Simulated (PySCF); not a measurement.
**MoOCl: quartet, from a linear start**

Aim: relax MoOCl as a quartet from a linear start, check by its vibrations whether the end is a minimum, and collect its spectrum and constants.

Computed with PySCF 2.14.0. Level: PBE0, basis Mo def2-TZVP with ECP28, O def2-TZVP, Cl def2-TZVP, scalar-relativistic core potentials, no spin–orbit coupling, density fitting.

## Step 1: Where the work starts

3 atoms, charge 0, spin multiplicity 4.

Bond lengths: Mo1–O2 1.780 Å, Mo1–Cl3 2.370 Å. Angles: O2–Mo1–Cl3 180.0°.

```xyz
3
charge 0 multiplicity 4
Mo    0.0000    0.0000    0.0000
O     0.0000    0.0000   -1.7800
Cl    0.0000    0.0000    2.3700
```

## Step 2: The SCF at the typed geometry

The steps below are one call of a driver around PySCF. For each, scf.py gives the equivalent set-up of the SCF; relaxations use the driver's own optimiser. After this first run the driver tries any further starts and a stability analysis.

The input, scf.py:

```python
from pyscf import gto, scf, dft
mol = gto.M(atom='''
Mo     0.000000     0.000000     0.000000
O      0.000000     0.000000    -1.780000
Cl     0.000000     0.000000     2.370000''',
    basis={'Mo': 'def2-TZVP', 'O': 'def2-TZVP', 'Cl': 'def2-TZVP'},
    ecp={'Mo': 'def2-TZVP'},
    charge=0, spin=3)
mf = dft.UKS(mol, xc='PBE0')
mf.grids.atom_grid = (50, 194)
aux = {'Mo': 'def2-universal-JKFIT', 'O': 'def2-universal-JKFIT', 'Cl': 'def2-universal-JKFIT'}
mf = mf.density_fit(auxbasis=aux)
mf.conv_tol = 1e-08
mf.diis_space = 10
mf.max_cycle = 60
mf.init_guess = 'minao'
mf.verbose = 4
mf.kernel()
```

Launch:

```
OMP_NUM_THREADS=4 python axn.py task.json out
```

Output:

```text
init E= -596.866862737275
[... the frontier-level lines of each cycle are left out ...]
cycle= 1 E= -603.18172470578  delta_E= -6.31  |g|= 0.744  |ddm|= 2.71
cycle= 2 E= -599.163166461868  delta_E= 4.02  |g|= 2.69  |ddm|= 1.92
cycle= 3 E= -603.383520240814  delta_E= -4.22  |g|= 0.392  |ddm|= 1.52
cycle= 4 E= -603.453462974842  delta_E= -0.0699  |g|= 0.13  |ddm|= 0.601
cycle= 5 E= -603.4594200147  delta_E= -0.00596  |g|= 0.0793  |ddm|= 0.124
cycle= 6 E= -603.462518641739  delta_E= -0.0031  |g|= 0.0338  |ddm|= 0.0705
cycle= 7 E= -603.463237531778  delta_E= -0.000719  |g|= 0.0144  |ddm|= 0.0371
cycle= 8 E= -603.463442597385  delta_E= -0.000205  |g|= 0.00476  |ddm|= 0.0189
cycle= 9 E= -603.46349339244  delta_E= -5.08e-05  |g|= 0.00336  |ddm|= 0.0101
cycle= 10 E= -603.463518918362  delta_E= -2.55e-05  |g|= 0.0012  |ddm|= 0.00964
cycle= 11 E= -603.463521438527  delta_E= -2.52e-06  |g|= 0.000688  |ddm|= 0.00354
cycle= 12 E= -603.463521690536  delta_E= -2.52e-07  |g|= 0.000265  |ddm|= 0.000712
cycle= 13 E= -603.463521767318  delta_E= -7.68e-08  |g|= 5.69e-05  |ddm|= 0.000399
cycle= 14 E= -603.463521775067  delta_E= -7.75e-09  |g|= 3.31e-05  |ddm|= 0.000148
Extra cycle  E= -603.463521774945  delta_E= 1.22e-10  |g|= 7.79e-05  |ddm|= 6.61e-05
converged SCF energy = -603.463521774945  <S^2> = 3.8557695  2S+1 = 4.0525397
```

This step, with its further starts and checks, ran for 10 s (4 threads of Arm Neoverse V2, shared host).

Energies from each starting density:

```csv
start,energy (Eh)
the minimal-basis guess,-603.463522
a thermally smeared density,-603.463522
a smeared PBE density,-603.463522
```

The test of internal stability and the other starts found no lower solution of this spin.

## Step 3: Relaxation: linear start, quartet

The program finds C∞v symmetry in the start, which this walk keeps. Threshold on the gradient: 0.0003 Eh/bohr, with a further test on the energy change.

scf.py, as its differences from that of step 2:

```diff
@@ -3,3 +3,3 @@
-Mo     0.000000     0.000000     0.000000
-O      0.000000     0.000000    -1.780000
-Cl     0.000000     0.000000     2.370000''',
+Mo     0.000000     0.000000    -0.365457
+O      0.000000     0.000000    -2.145457
+Cl     0.000000     0.000000     2.004543''',
@@ -16 +15,0 @@
-mf.init_guess = 'minao'
```

Steps of the walk:

```csv
step,energy (Eh),change (kJ/mol),largest symmetric gradient (Eh/bohr)
0,-603.463522,0.00,0.07592
1,-603.471877,-21.94,0.01605
2,-603.472081,-22.47,0.00412
3,-603.472100,-22.52,0.00023
4,-603.472100,-22.52,0.00005
```

The walk took 7.8 s.

Geometry (Å) and forces (eV/Å) at some steps:

```
step 0
Mo   0.000   0.000  -0.365   0.000   0.000  -2.970
O    0.000   0.000  -2.145   0.000   0.000   3.904
Cl   0.000   0.000   2.005   0.000   0.000  -0.933
step 1
Mo   0.000   0.000  -0.388   0.000   0.000   0.825
O    0.000   0.000  -2.056   0.000   0.000  -0.791
Cl   0.000   0.000   1.938   0.000   0.000  -0.034
step 2
Mo   0.000   0.000  -0.381   0.000   0.000  -0.149
O    0.000   0.000  -2.068   0.000   0.000   0.212
Cl   0.000   0.000   1.942   0.000   0.000  -0.063
step 3
Mo   0.000   0.000  -0.381   0.000   0.000   0.001
O    0.000   0.000  -2.064   0.000   0.000   0.010
Cl   0.000   0.000   1.939   0.000   0.000  -0.012
step 4
Mo   0.000   0.000  -0.381   0.000   0.000   0.003
O    0.000   0.000  -2.064   0.000   0.000  -0.001
Cl   0.000   0.000   1.939   0.000   0.000  -0.001
```

It settles in C∞v symmetry, 22.5 kJ/mol below the start, after 4 steps: Mo–Cl 2.320 Å, Mo–O 1.683 Å; Cl–Mo–O 180.0°.

## Step 4: Is it a minimum? Harmonic modes

The point is checked on the finer grid, and tightened if its gradient asks for it. The Hessian and the dipole derivatives come from central differences of analytic gradients, with steps of 0.02 bohr.

scf.py, as its differences from that of step 3:

```diff
@@ -3,3 +3,3 @@
-Mo     0.000000     0.000000    -0.365457
-O      0.000000     0.000000    -2.145457
-Cl     0.000000     0.000000     2.004543''',
+Mo     0.000000     0.000000    -0.364080
+O      0.000000     0.000000    -2.047133
+Cl    -0.000000     0.000000     1.955717''',
@@ -10 +10 @@
-mf.grids.atom_grid = (50, 194)
+mf.grids.atom_grid = (75, 302)
@@ -13 +13 @@
-mf.conv_tol = 1e-08
+mf.conv_tol = 1e-10
```

This SCF starts from the last density.

Log of the central SCF (cycles and frontier levels):

```text
init E= -603.472090400219
[... the frontier-level lines of each cycle are left out ...]
cycle= 1 E= -603.472090400219  delta_E= -1.14e-13  |g|= 2.48e-06  |ddm|= 2.45e-06
Extra cycle  E= -603.4720904002  delta_E= 1.9e-11  |g|= 7.57e-06  |ddm|= 4.49e-06
converged SCF energy = -603.4720904002  <S^2> = 3.7988042  2S+1 = 4.0243281
```

The whole step took 26 s.

Geometry: C∞v; Mo–Cl 2.320 Å, Mo–O 1.683 Å; Cl–Mo–O 180.0°.

Modes, for the most abundant isotopes:

```csv
symmetry,ω (cm⁻¹),IR (km/mol),μ (u),type
π,139i,15.6,23.22,bend
σ+,381,67.2,39.18,stretch
σ+,1001,215,17.97,stretch
```

2 modes are imaginary, the largest at 139i cm⁻¹: a saddle point, not a minimum.

Constants and moments:

```yaml
Dipole_moment: 0.05 D
Highest_occupied_level: -6.74 eV
Lowest_empty_level: -3.07 eV
Rotational_constants: 0.07886 cm⁻¹
Zero-point_energy_real_modes: 8.3 kJ/mol
Principal_polarisabilities: 46.9, 46.9, 74.8 bohr³
Atomisation_energy_without_zero-point_energy: 923 kJ/mol
Principal_traceless_quadrupole_moments_about_the_centre_of_mass: -11.30, 5.65, 5.65 D Å
Spin_squared_⟨S²⟩: 3.799
```

Populations by atom (charges in e):

```json
{"atom": "Mo1", "Mulliken": "0.95", "Löwdin": "0.34", "polar tensor": "1.27", "spin (Mulliken)": "3.26", "Mayer order to Mo1": "–"}
{"atom": "O2", "Mulliken": "-0.53", "Löwdin": "-0.29", "polar tensor": "-0.71", "spin (Mulliken)": "-0.19", "Mayer order to Mo1": "2.11"}
{"atom": "Cl3", "Mulliken": "-0.42", "Löwdin": "-0.06", "polar tensor": "-0.56", "spin (Mulliken)": "-0.07", "Mayer order to Mo1": "0.96"}
```

Outer orbital energies (eV). α occupied: -11.30, -11.30, -9.70, -9.41, -9.41, -8.55, -8.55, -6.74; empty: -3.07, -3.07, -0.39, -0.39. β occupied: -26.35, -22.53, -12.03, -11.29, -11.29, -9.54, -9.54, -9.54; empty: -2.87, -2.78, -2.78, -2.05.

Mulliken populations on Mo1 (outside its core potential): s 2.68, p 6.18, d 4.16, f 0.04.

## Step 5: Leaving the saddle point

The start is the last point, displaced along its most imaginary mode.

The program finds Cs symmetry in the start, which this walk keeps.

scf.py, as its differences from that of step 4:

```diff
@@ -3,3 +3,3 @@
-Mo     0.000000     0.000000    -0.364080
-O      0.000000     0.000000    -2.047133
-Cl    -0.000000     0.000000     1.955717''',
+Mo    -0.067383     0.020646    -0.364080
+O      0.239031    -0.073240    -2.047133
+Cl     0.079324    -0.024305     1.955717''',
@@ -10 +10 @@
-mf.grids.atom_grid = (75, 302)
+mf.grids.atom_grid = (50, 194)
@@ -13 +13 @@
-mf.conv_tol = 1e-10
+mf.conv_tol = 1e-08
```

Steps of the walk:

```csv
step,energy (Eh),change (kJ/mol),largest symmetric gradient (Eh/bohr)
0,-603.472977,0.00,0.03182
1,-603.474773,-4.72,0.00963
2,-603.476334,-8.82,0.00983
3,-603.477999,-13.19,0.00623
4,-603.479327,-16.67,0.01277
5,-603.479769,-17.83,0.01237
6,-603.480010,-18.47,0.00176
7,-603.480020,-18.49,0.00047
8,-603.480020,-18.49,0.00002
```

The walk took 17 s.

End point (Cs, 8 steps, 18.5 kJ/mol gained): Mo–Cl 2.280 Å, Mo–O 1.665 Å; Cl–Mo–O 136.7°.

## Step 6: Frequencies

The same treatment as at the point before.

scf.py, as its differences from that of step 5:

```diff
@@ -3,3 +3,3 @@
-Mo    -0.067383     0.020646    -0.364080
-O      0.239031    -0.073240    -2.047133
-Cl     0.079324    -0.024305     1.955717''',
+Mo    -0.213289     0.065353    -0.359790
+O      0.540701    -0.165674    -1.826144
+Cl     0.350699    -0.107456     1.842820''',
@@ -10 +10 @@
-mf.grids.atom_grid = (50, 194)
+mf.grids.atom_grid = (75, 302)
@@ -13 +13 @@
-mf.conv_tol = 1e-08
+mf.conv_tol = 1e-10
```

SCF at the final geometry:

```text
init E= -603.480039560135
[... the frontier-level lines of each cycle are left out ...]
cycle= 1 E= -603.480039560117  delta_E= 1.82e-11  |g|= 9.32e-06  |ddm|= 1.42e-05
Extra cycle  E= -603.480039560036  delta_E= 8.12e-11  |g|= 1.57e-05  |ddm|= 2.2e-05
converged SCF energy = -603.480039560036  <S^2> = 3.7835505  2S+1 = 4.0167402
```

The whole step ran for 37 s (4 threads of Arm Neoverse V2, shared host).

Geometry: Cs; Mo–Cl 2.280 Å, Mo–O 1.665 Å; Cl–Mo–O 136.7°.

Modes, for the most abundant isotopes:

```tsv
symmetry	ω (cm⁻¹)	IR (km/mol)	μ (u)	type
a'	146	5.2	21.88	bend
a'	402	60.0	40.86	stretch
a'	1033	206	18.10	stretch
```

Every mode is real; the point is a minimum.

Constants and moments:

| Item | Value |
| --- | --- |
| Dipole moment | 1.55 D |
| Highest occupied level | -6.48 eV |
| Lowest empty level | -3.05 eV |
| Rotational constants | 1.26, 0.0906, 0.08452 cm⁻¹ |
| Zero-point energy | 9.5 kJ/mol |
| Principal polarisabilities | 48.0, 50.9, 70.0 bohr³ |
| Atomisation energy without zero-point energy | 944 kJ/mol |
| Principal traceless quadrupole moments about the centre of mass | -8.18, 3.10, 5.08 D Å |
| Entropy at 298.15 K and 1 bar (electronic part: spin only) | 301.6 J/(mol K) |
| Heat capacity Cp at 298.15 K | 48.8 J/(mol K) |
| Enthalpy at 298.15 K above 0 K | 12.51 kJ/mol |
| Rotational symmetry number | 1 |
| Spin squared ⟨S²⟩ | 3.784 |

Charges (e) and bond orders:

```json
{"atom": "Mo1", "Mulliken": "0.95", "Löwdin": "0.29", "polar tensor": "1.25", "spin (Mulliken)": "3.16", "Mayer order to Mo1": "–"}
{"atom": "O2", "Mulliken": "-0.53", "Löwdin": "-0.27", "polar tensor": "-0.72", "spin (Mulliken)": "-0.13", "Mayer order to Mo1": "2.13"}
{"atom": "Cl3", "Mulliken": "-0.42", "Löwdin": "-0.02", "polar tensor": "-0.53", "spin (Mulliken)": "-0.02", "Mayer order to Mo1": "0.97"}
```

Mulliken populations on Mo1 (outside its core potential): s 2.60, p 6.22, d 4.18, f 0.04.

## Step 7: The points found, side by side

| spin | group | bonds | imaginary modes (cm⁻¹) | ΔE (kJ/mol) | with zero-point energy |
| --- | --- | --- | --- | --- | --- |
| quartet | Cs | Mo–Cl 2.280 Å, Mo–O 1.665 Å | none | 0.0 | 0.0 |
| quartet | C∞v | Mo–Cl 2.320 Å, Mo–O 1.683 Å | 139i, 139i | 20.9 | – |

## Step 8: Summary of results

| quantity | value |
| --- | --- |
| minimum | quartet, Cs |
| geometry | Mo–Cl 2.280 Å, Mo–O 1.665 Å; Cl–Mo–O 136.7° |
| wavenumbers (cm⁻¹) | 146 (a'), 402 (a'), 1033 (a') |
| dipole moment | 1.55 D |
| highest occupied, lowest empty level (either spin) | -6.48, -3.05 eV |
| polar-tensor charge of Mo1 | +1.25 e |
| zero-point energy | 9.5 kJ/mol |
| entropy at 298.15 K | 301.6 J/(mol K) |
| atomisation energy (no zero-point energy) | 944 kJ/mol |
| ⟨S²⟩ | 3.784 |

What this shows: The linear start (C∞v) ends in a minimum of Cs symmetry, after a stop at a second-order saddle point 20.9 kJ/mol higher, from which it was pushed off along an imaginary mode. The strongest infrared band lies at 1033 cm⁻¹ (a', stretch). Most of the spin sits on Mo1 (Mulliken spin 3.16, against 3 for the whole molecule). Only this shape and spin were tried, so other structures or states may lie lower. One determinant may miss the lowest occupation of an open d or f shell.

The search up to here took 97 s.
